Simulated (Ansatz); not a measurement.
# MnSe: a tetragonal deformation path

An exercise on one series of results from a longer session: the logs are not shown, and one member is left open.

Method: DFT r2SCAN, scalar-relativistic, plane waves, PAW, in Ansatz 0.2.0.

## The starting structure

Symmetry: F-43m, No. 216, cubic system. Conventional cell: a = 5.820 Å, b = 5.820 Å, c = 5.820 Å, α = 90.00°, β = 90.00°, γ = 90.00°. Around Mn (site symmetry -43m) lie 4 Se at 2.52 Å. Se (site symmetry -43m) has 4 Mn at 2.52 Å in its first shell of neighbours.

Coordinates:

```
Mn Se
1.0
     0.00000    2.91000    2.91000
     2.91000    0.00000    2.91000
     2.91000    2.91000    0.00000
Mn Se
1 1
Cartesian
  0.0000 0.0000 0.0000
  4.3650 4.3650 4.3650
```

No relaxation comes first: the listed cell is the starting point.

The first run:

File input.yaml:

```yaml
crystal:
  lattice:
    - [0.0, 2.91, 2.91]
    - [2.91, 0.0, 2.91]
    - [2.91, 2.91, 0.0]
  atoms:
    - { symbol: Mn, position: [0.0, 0.0, 0.0], spin: 4.8 }
    - { symbol: Se, position: [0.75, 0.75, 0.75] }
basis:
  ecutwfc: 500
kpoints:
  mp_grid: { grid: [12, 12, 12] }
hamiltonian:
  xc: r2scan
scf:
  occupations: { method: gaussian, width: 0.05 }
output:
  forces: true
  stress: true
  eigenvalues: true
  populations: true
  write_density: true
  write_potential: true
  elf: true
  volumetric_format: npy
magnetization:
  spin_polarized: true
```

The run is started by

```
$ ansatz run input.yaml --threads 1 --pin off --max-ram 2560MiB --backend cpu --events-out ev --progress --plain --runs-dir out
```

Steps of the session up to this table: Zero of the scan; ρ = 0.707; At ρ = 1.414; At ρ = 0.850; At ρ = 1.200; At ρ = 0.780; Point ρ = 1.300.

One table of the session follows, with a row left open; its other results are not shown here.

Collected from the runs (energy zero: the undisturbed cell):

```
    ρ  ΔE (meV/atom)  pressure (GPa)  gap on the mesh (eV)
0.707           47.6            -0.3                  0.73
0.780           25.4             1.3                  0.52
0.850              ?               ?                     ?
1.000            0.0             3.3                  0.52
1.200           35.5             2.2                  0.32
1.300           88.5             1.2                  0.28
1.414          184.8            -0.1                  0.21
```

**Question.** Estimate the row for ρ = 0.850.

Worked estimate for «ΔE (meV/atom)». A straight line through the neighbours (0.780, 25.4) and (1.000, 0.0) gives 25.4 + (0.0 − 25.4) × (0.850 − 0.780) / (1.000 − 0.780) = 17.3; a parabola fitted to 4 rows on both sides gives 9.9.

**Answer.** ΔE (meV/atom): 12.3; pressure (GPa): 2.4; gap on the mesh (eV): 0.40. In «ΔE (meV/atom)» the line misses by +5.0 and the parabola by -2.4.

Limits of these values: The magnetic state reached may not be the lowest one. Warnings in the runs' records: stability check not made.
